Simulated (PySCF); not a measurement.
# In2H4F2 ((H2In-mu-F)2): levels of theory compared

Wanted: a comparison of 6 runs (HF/STO-3G, HF/3-21G, HF/def2-SVP, PBE0/STO-3G, PBE0/def2-SVP, MP2/3-21G) of In2H4F2 ((H2In-mu-F)2). 

The calculation is run with PySCF 2.14.0.

### Step 1. The structure to begin with

The species is In2H4F2 (8 atoms), meant as a singlet with charge 0. Geometry: a GFN2-xTB relaxation, a rough one for these elements and not checked as a minimum.

Bond lengths: In1–F4 2.233 Å, F4–In5 2.226 Å, In1–F8 2.226 Å, In5–F8 2.232 Å, In1–H2 1.675 Å, In1–H3 1.674 Å, In5–H6 1.675 Å, In5–H7 1.675 Å. Some angles: In1–F4–In5 104.7°, F4–In1–F8 75.3°, F4–In5–F8 75.3°, In1–F8–In5 104.7°, H2–In1–F4 104.8°, H2–In1–F8 105.0°, H3–In1–F4 104.7°, H3–In1–F8 104.9°, F4–In5–H6 104.8°, F4–In5–H7 105.0°.

### Step 2. Energy and forces at HF/STO-3G (run 1)

run.py

```python
from pyscf import gto, scf

mol = gto.Mole()
mol.atom = [
    ('In', (0.100080, -1.092010, -1.383140)),
    ('H', (0.962130, -0.349860, -2.612840)),
    ('H', (-0.710960, -2.506530, -1.002920)),
    ('F', (-1.149150, 0.533250, -0.498600)),
    ('In', (-0.100610, 1.091530, 1.383930)),
    ('H', (-0.966050, 0.328380, 2.598460)),
    ('H', (0.705720, 2.515210, 1.025580)),
    ('F', (1.158820, -0.519960, 0.489530)),
]
mol.verbose = 3
mol.spin = 0
mol.basis = 'sto-3g'
mol.max_memory = 1860
mol.charge = 0
mol.build()

mf = scf.RHF(mol)
mf.conv_tol = 1e-10
mf.kernel()
if not mf.converged:
    mf = mf.newton().run(mf.mo_coeff, mf.mo_occ)

etot = mf.e_tot
print(f'total energy: {etot:.8f} hartree')
grad = mf.nuc_grad_method().kernel()
dip = mf.dip_moment()
pop, q = mf.mulliken_pop()
```

Launch:

```sh
$ OMP_NUM_THREADS=1 python run.py
```

What it wrote:

```text
converged SCF energy = -11564.2575042759
total energy: -11564.25750428 hartree
--------------- RHF gradients ---------------
         x                y                z
0 In     0.0049089773    -0.0541915572    -0.0674836981
1 H     0.0156688089     0.0161612684    -0.0195905273
2 H    -0.0150994900    -0.0234224946     0.0101092609
3 F    -0.0629852690     0.0293629241    -0.0271867510
4 In    -0.0054211236     0.0534743685     0.0680050983
5 H    -0.0157117666    -0.0165928172     0.0192099570
6 H     0.0151236997     0.0237872332    -0.0097421097
7 F     0.0635161633    -0.0285789253     0.0266787698
----------------------------------------------
Dipole moment(X, Y, Z, Debye): -0.00088,  0.00001,  0.00313
 ** Mulliken pop  **
pop of  0 In 1s           2.00000
pop of  0 In 2s           1.99971
pop of  0 In 3s           1.99847
pop of  0 In 4s           2.00764
pop of  0 In 5s           0.98910
pop of  0 In 2px          2.00006
pop of  0 In 2py          2.00006
pop of  0 In 2pz          2.00006
pop of  0 In 3px          1.99800
pop of  0 In 3py          1.99815
pop of  0 In 3pz          1.99807
pop of  0 In 4px          1.99195
pop of  0 In 4py          1.99446
pop of  0 In 4pz          1.99320
pop of  0 In 5px          0.37398
pop of  0 In 5py          0.55027
pop of  0 In 5pz          0.48637
pop of  0 In 3dxy         1.99883
pop of  0 In 3dyz         1.99924
pop of  0 In 3dz^2        1.99964
pop of  0 In 3dxz         1.99920
pop of  0 In 3dx2-y2      1.99974
pop of  0 In 4dxy         1.96294
pop of  0 In 4dyz         1.97580
pop of  0 In 4dz^2        1.98905
pop of  0 In 4dxz         1.97480
pop of  0 In 4dx2-y2      1.99209
pop of  1 H 1s            1.19401
pop of  2 H 1s            1.19421
pop of  3 F 1s            1.99936
pop of  3 F 2s            1.95578
pop of  3 F 2px           1.84968
pop of  3 F 2py           1.81072
pop of  3 F 2pz           1.72538
pop of  4 In 1s           2.00000
pop of  4 In 2s           1.99971
pop of  4 In 3s           1.99847
pop of  4 In 4s           2.00764
pop of  4 In 5s           0.98917
pop of  4 In 2px          2.00006
pop of  4 In 2py          2.00006
pop of  4 In 2pz          2.00006
pop of  4 In 3px          1.99800
pop of  4 In 3py          1.99815
pop of  4 In 3pz          1.99806
pop of  4 In 4px          1.99195
pop of  4 In 4py          1.99454
pop of  4 In 4pz          1.99312
pop of  4 In 5px          0.37379
pop of  4 In 5py          0.55436
pop of  4 In 5pz          0.48233
pop of  4 In 3dxy         1.99881
pop of  4 In 3dyz         1.99924
pop of  4 In 3dz^2        1.99964
pop of  4 In 3dxz         1.99922
pop of  4 In 3dx2-y2      1.99973
pop of  4 In 4dxy         1.96237
pop of  4 In 4dyz         1.97602
pop of  4 In 4dz^2        1.98914
pop of  4 In 4dxz         1.97553
pop of  4 In 4dx2-y2      1.99171
pop of  5 H 1s            1.19420
pop of  6 H 1s            1.19395
pop of  7 F 1s            1.99936
pop of  7 F 2s            1.95577
pop of  7 F 2px           1.84745
pop of  7 F 2py           1.81205
pop of  7 F 2pz           1.72629
 ** Mulliken atomic charges  **
charge of    0In =      0.72913
charge of    1H =     -0.19401
charge of    2H =     -0.19421
charge of    3F =     -0.34093
charge of    4In =      0.72910
charge of    5H =     -0.19420
charge of    6H =     -0.19395
charge of    7F =     -0.34092
```

Run time: 28 s. Hardware: 1 thread of Intel Xeon at 2.50GHz (Skylake/Cascade Lake), shared host; peak memory 0.14 GiB.

### Step 3. Energy and gradient at HF/3-21G (run 2)

job.py

```python
import pyscf.grad
from pyscf import gto

mol = gto.Mole()
mol.atom = '''
In     0.189124    -2.063600    -2.613756
H      1.818162    -0.661140    -4.937552
H     -1.343520    -4.736655    -1.895244
F     -2.171579     1.007696    -0.942217
In    -0.190125     2.062693     2.615249
H     -1.825570     0.620548     4.910378
H      1.333618     4.753058     1.938065
F      2.189852    -0.982582     0.925078
'''
mol.unit = 'bohr'
mol.spin = 0
mol.basis = '3-21g'
mol.charge = 0
mol.verbose = 3
mol.max_memory = 1860
mol.build()

myscf = mol.RHF()
myscf.conv_tol = 1e-10
myscf.kernel()
if not myscf.converged:
    myscf = myscf.newton().run(myscf.mo_coeff, myscf.mo_occ)

etot = myscf.e_tot
print('Final energy', etot)
grad = myscf.Gradients().kernel()
dip = myscf.dip_moment()
pop, q = myscf.mulliken_pop()
```

Launch:

```sh
$ OMP_NUM_THREADS=1 python job.py
```

What it wrote:

```text
converged SCF energy = -11629.6942737335
Final energy -11629.6942737335
--------------- RHF gradients ---------------
         x                y                z
0 In     0.0034307731    -0.0421242303    -0.0523746064
1 H    -0.0106903508    -0.0075320870     0.0169485742
2 H     0.0099193080     0.0191338532    -0.0027668260
3 F    -0.0364025120     0.0169247776    -0.0157750830
4 In    -0.0039886129     0.0413074580     0.0528735490
5 H     0.0107349900     0.0077339829    -0.0168343983
6 H    -0.0097088360    -0.0189823459     0.0024389012
7 F     0.0367052406    -0.0164614085     0.0154898893
----------------------------------------------
Dipole moment(X, Y, Z, Debye): -0.00886, -0.01114,  0.01074
 ** Mulliken pop  **
pop of  0 In 1s           1.99991
pop of  0 In 2s           1.99985
pop of  0 In 3s           1.99699
pop of  0 In 4s           1.99762
pop of  0 In 5s           0.65673
pop of  0 In 6s           0.25207
pop of  0 In 2px          1.99952
pop of  0 In 2py          1.99954
pop of  0 In 2pz          1.99951
pop of  0 In 3px          1.99865
pop of  0 In 3py          1.99872
pop of  0 In 3pz          1.99865
pop of  0 In 4px          1.97828
pop of  0 In 4py          1.98107
pop of  0 In 4pz          1.97952
pop of  0 In 5px          0.24411
pop of  0 In 5py          0.37398
pop of  0 In 5pz          0.31697
pop of  0 In 6px          0.06013
pop of  0 In 6py          0.08496
pop of  0 In 6pz          0.06008
pop of  0 In 3dxy         1.99934
pop of  0 In 3dyz         1.99951
pop of  0 In 3dz^2        1.99959
pop of  0 In 3dxz         1.99945
pop of  0 In 3dx2-y2      1.99978
pop of  0 In 4dxy         1.99287
pop of  0 In 4dyz         1.99463
pop of  0 In 4dz^2        1.99716
pop of  0 In 4dxz         1.99478
pop of  0 In 4dx2-y2      1.99820
pop of  1 H 1s            0.38928
pop of  1 H 2s            0.84651
pop of  2 H 1s            0.38952
pop of  2 H 2s            0.84654
pop of  3 F 1s            1.98412
pop of  3 F 2s            0.43415
pop of  3 F 3s            1.54312
pop of  3 F 2px           0.83298
pop of  3 F 2py           0.81970
pop of  3 F 2pz           0.79450
pop of  3 F 3px           1.06881
pop of  3 F 3py           1.05724
pop of  3 F 3pz           1.04136
pop of  4 In 1s           1.99991
pop of  4 In 2s           1.99985
pop of  4 In 3s           1.99699
pop of  4 In 4s           1.99762
pop of  4 In 5s           0.65672
pop of  4 In 6s           0.25214
pop of  4 In 2px          1.99952
pop of  4 In 2py          1.99954
pop of  4 In 2pz          1.99951
pop of  4 In 3px          1.99865
pop of  4 In 3py          1.99873
pop of  4 In 3pz          1.99865
pop of  4 In 4px          1.97827
pop of  4 In 4py          1.98117
pop of  4 In 4pz          1.97943
pop of  4 In 5px          0.24393
pop of  4 In 5py          0.37783
pop of  4 In 5pz          0.31324
pop of  4 In 6px          0.06006
pop of  4 In 6py          0.08674
pop of  4 In 6pz          0.05846
pop of  4 In 3dxy         1.99934
pop of  4 In 3dyz         1.99951
pop of  4 In 3dz^2        1.99959
pop of  4 In 3dxz         1.99945
pop of  4 In 3dx2-y2      1.99977
pop of  4 In 4dxy         1.99277
pop of  4 In 4dyz         1.99467
pop of  4 In 4dz^2        1.99716
pop of  4 In 4dxz         1.99490
pop of  4 In 4dx2-y2      1.99814
pop of  5 H 1s            0.38930
pop of  5 H 2s            0.84676
pop of  6 H 1s            0.38931
pop of  6 H 2s            0.84636
pop of  7 F 1s            1.98412
pop of  7 F 2s            0.43415
pop of  7 F 3s            1.54311
pop of  7 F 2px           0.83237
pop of  7 F 2py           0.82007
pop of  7 F 2pz           0.79476
pop of  7 F 3px           1.06839
pop of  7 F 3py           1.05747
pop of  7 F 3pz           1.04154
 ** Mulliken atomic charges  **
charge of    0In =      1.04783
charge of    1H =     -0.23578
charge of    2H =     -0.23607
charge of    3F =     -0.57599
charge of    4In =      1.04772
charge of    5H =     -0.23606
charge of    6H =     -0.23567
charge of    7F =     -0.57598
```

Run time: 27 s. Hardware: 1 thread of Intel Xeon at 2.50GHz (Skylake/Cascade Lake), shared host; peak memory 0.18 GiB.

### Step 4. Energy and forces at HF/def2-SVP (core potential) (run 3)

calc.py

```python
# (H2In-mu-F)2
import pyscf.grad
from pyscf import gto, scf

mol = gto.M(
    atom='''
In     0.189124    -2.063600    -2.613756
H      1.818162    -0.661140    -4.937552
H     -1.343520    -4.736655    -1.895244
F     -2.171579     1.007696    -0.942217
In    -0.190125     2.062693     2.615249
H     -1.825570     0.620548     4.910378
H      1.333618     4.753058     1.938065
F      2.189852    -0.982582     0.925078
''',
    unit='bohr',
    ecp={'In': 'def2-svp'},
    basis='def2-svp',
    max_memory=1860,
    spin=0,
    verbose=4,
)

mf = scf.RHF(mol)
mf.conv_tol = 1e-10
mf.kernel()
if not mf.converged:
    mf = mf.newton().run(mf.mo_coeff, mf.mo_occ)

e_final = mf.e_tot
print(f'total energy: {e_final:.8f} hartree')
grad = mf.Gradients().kernel()
mf.analyze()
```

Launch:

```sh
$ OMP_NUM_THREADS=1 python calc.py
```

What it wrote:

```text
PySCF version 2.14.0

[... 81 lines left out ...]
DFT Exchange-Correlation Energy =      -53.382299713437988
[... 11 lines left out ...]
MO #10  energy= -3.65200487868902  occ= 2
[... 9 lines left out ...]
MO #20  energy= -1.03891847133299  occ= 2
[... 9 lines left out ...]
MO #30  energy= -0.48715695296131  occ= 2
[... 9 lines left out ...]
MO #40  energy= 0.204422244313918  occ= 0
[... 9 lines left out ...]
MO #50  energy= 0.489157025667714  occ= 0
[... 9 lines left out ...]
MO #60  energy= 0.974383771570686  occ= 0
[... 9 lines left out ...]
MO #70  energy= 1.79654944211479   occ= 0
[... 9 lines left out ...]
MO #80  energy= 2.15536238023581   occ= 0
[... 9 lines left out ...]
MO #90  energy= 3.55358344932529   occ= 0
[... 9 lines left out ...]
MO #100 energy= 61.6708902560534   occ= 0
[... 72 lines left out ...]
pop of  4 In 4dx2-y2      1.99812
pop of  4 In 5dxy         0.15883
pop of  4 In 5dyz         0.18168
pop of  4 In 5dz^2        0.15825
pop of  4 In 5dxz         0.20858
pop of  4 In 5dx2-y2      0.01107
pop of  5 H 1s            1.50414
pop of  5 H 2s            0.01474
pop of  5 H 2px           0.01452
pop of  5 H 2py           0.01350
pop of  5 H 2pz           0.01235
pop of  6 H 1s            1.49573
pop of  6 H 2s            0.01590
pop of  6 H 2px           0.01231
pop of  6 H 2py           0.01132
pop of  6 H 2pz           0.01070
pop of  7 F 1s            1.99997
pop of  7 F 2s            1.96552
pop of  7 F 3s            0.02071
pop of  7 F 2px           1.95617
pop of  7 F 2py           1.95109
pop of  7 F 2pz           1.93077
pop of  7 F 3px           0.01979
pop of  7 F 3py           0.01758
pop of  7 F 3pz           0.01892
pop of  7 F 3dxy          0.00083
pop of  7 F 3dyz          0.00060
pop of  7 F 3dz^2         0.00086
pop of  7 F 3dxz          0.00107
pop of  7 F 3dx2-y2       0.00074
 ** Mulliken atomic charges  **
charge of    0In =      1.99083
charge of    1H =     -0.55960
charge of    2H =     -0.54669
charge of    3F =     -0.88465
charge of    4In =      1.98994
charge of    5H =     -0.55925
charge of    6H =     -0.54597
charge of    7F =     -0.88462
Dipole moment(X, Y, Z, Debye): -0.01024, -0.01361,  0.01155
```

Run time: 40 s. Hardware: 1 thread of Intel Xeon at 2.50GHz (Skylake/Cascade Lake), shared host; peak memory 0.21 GiB.

Runs 4 to 5 aren't shown in full; the table further down has their settings and results.

### Step 5. Energy and forces at MP2/3-21G (run 6)

run.py

```python
from pyscf import gto, scf, mp

mol = gto.M(
    atom='''
In     0.189124    -2.063600    -2.613756
H      1.818162    -0.661140    -4.937552
H     -1.343520    -4.736655    -1.895244
F     -2.171579     1.007696    -0.942217
In    -0.190125     2.062693     2.615249
H     -1.825570     0.620548     4.910378
H      1.333618     4.753058     1.938065
F      2.189852    -0.982582     0.925078
''',
    basis='3-21g',
    charge=0,
    verbose=4,
    spin=0,
    max_memory=1860,
    unit='bohr',
)

myscf = scf.RHF(mol)
myscf.conv_tol = 1e-10
myscf.kernel()
if not myscf.converged:
    myscf = myscf.newton().run(myscf.mo_coeff, myscf.mo_occ)

pt = mp.MP2(myscf, frozen=38).run()
etot = pt.e_tot
print('E = %.10f Eh' % etot)
grad = pt.nuc_grad_method().kernel()
myscf.analyze()
```

Launch:

```sh
$ OMP_NUM_THREADS=1 python run.py
```

What it wrote:

```text
PySCF version 2.14.0

[... 82 lines left out ...]
Two-electron Energy =                 5328.822157201606387
[... 10 lines left out ...]
MO #7   energy= -138.121149675106  occ= 2
[... 8 lines left out ...]
MO #16  energy= -25.1141146592068  occ= 2
[... 8 lines left out ...]
MO #25  energy= -17.5125124434584  occ= 2
[... 8 lines left out ...]
MO #34  energy= -3.48606692813009  occ= 2
[... 8 lines left out ...]
MO #43  energy= -1.11656358116436  occ= 2
[... 8 lines left out ...]
MO #52  energy= -0.609089496079754 occ= 2
[... 8 lines left out ...]
MO #61  energy= 0.077188578859638  occ= 0
[... 8 lines left out ...]
MO #70  energy= 0.30680126113641   occ= 0
[... 8 lines left out ...]
MO #79  energy= 1.35353010546435   occ= 0
[... 8 lines left out ...]
MO #88  energy= 3.74125533475562   occ= 0
[... 60 lines left out ...]
pop of  4 In 4pz          1.99954
pop of  4 In 5px          0.32356
pop of  4 In 5py          0.51402
pop of  4 In 5pz          0.40557
pop of  4 In 6px          0.00965
pop of  4 In 6py          0.01185
pop of  4 In 6pz          0.01108
pop of  4 In 3dxy         1.99994
pop of  4 In 3dyz         1.99996
pop of  4 In 3dz^2        1.99996
pop of  4 In 3dxz         1.99995
pop of  4 In 3dx2-y2      1.99998
pop of  4 In 4dxy         1.99783
pop of  4 In 4dyz         1.99841
pop of  4 In 4dz^2        1.99927
pop of  4 In 4dxz         1.99847
pop of  4 In 4dx2-y2      1.99955
pop of  5 H 1s            1.13939
pop of  5 H 2s            0.00188
pop of  6 H 1s            1.13902
pop of  6 H 2s            0.00187
pop of  7 F 1s            1.99992
pop of  7 F 2s            1.87067
pop of  7 F 3s            0.00252
pop of  7 F 2px           1.91644
pop of  7 F 2py           1.88499
pop of  7 F 2pz           1.84350
pop of  7 F 3px           0.00151
pop of  7 F 3py           0.00111
pop of  7 F 3pz           0.00115
 ** Mulliken atomic charges  **
charge of    0In =      0.80412
charge of    1H =     -0.14098
charge of    2H =     -0.14133
charge of    3F =     -0.52183
charge of    4In =      0.80397
charge of    5H =     -0.14127
charge of    6H =     -0.14089
charge of    7F =     -0.52180
Dipole moment(X, Y, Z, Debye): -0.00886, -0.01114,  0.01074
```

It took 47 s on 1 thread of Intel Xeon at 2.50GHz (Skylake/Cascade Lake), shared host; peak memory 0.79 GiB.

### Step 6. Overview of the runs

| run | level | core potential | integration grid | energy (Eh) | dipole moment (D) of the reference | HOMO energy (eV) | LUMO energy (eV) | wall time |
| --- | --- | --- | --- | --- | --- | --- | --- | --- |
| 1 | HF/STO-3G | – | – | -11564.257504 | 0.00 | -9.01 | 7.10 | 28 s |
| 2 | HF/3-21G | – | – | -11629.694274 | 0.02 | -11.57 | 2.10 | 27 s |
| 3 | HF/def2-SVP (core potential) | def2-svp | – | -579.532396 | 0.02 | -11.71 | 1.75 | 40 s |
| 4 | PBE0/STO-3G | – | 5 | -11568.308309 | 0.01 | -4.75 | 2.96 | 60 s |
| 5 | PBE0/def2-SVP (core potential) | def2-svp | 5 | -582.062685 | 0.02 | -8.53 | -0.93 | 1.7 min |
| 6 | MP2/3-21G | – | – | -11630.021685 | 0.02 | -11.57 | 2.10 | 47 s |

### Step 7. Outcome

```
                                           quantity            value
                                run 6: total energy  -11630.02168 Eh
        run 6: dipole moment (Hartree–Fock density)           0.02 D
         run 6: HOMO energy (Hartree–Fock orbitals)        -11.57 eV
         run 6: LUMO energy (Hartree–Fock orbitals)          2.10 eV
       run 6: HOMO–LUMO gap (Hartree–Fock orbitals)         13.67 eV
run 6: correlation energy (38 core orbitals frozen)       -327.4 mEh
                    run 6: largest force on an atom       3.412 eV/Å
```

What this shows: Over runs 1, 2, 3, 4, 5 the HOMO–LUMO gap runs from 7.61 eV (PBE0/def2-SVP) to 16.11 eV (HF/STO-3G). The two ends differ in method and basis and core potential. Some runs of one species differ in core potentials or relativity; totals across that change don't compare. In runs 1, 4 the basis is minimal, so the values are rough. In runs 1, 2, 4, 6 relativity is left out where basis or elements ask for it. All runs together took 5.1 min, the longest 1.7 min.
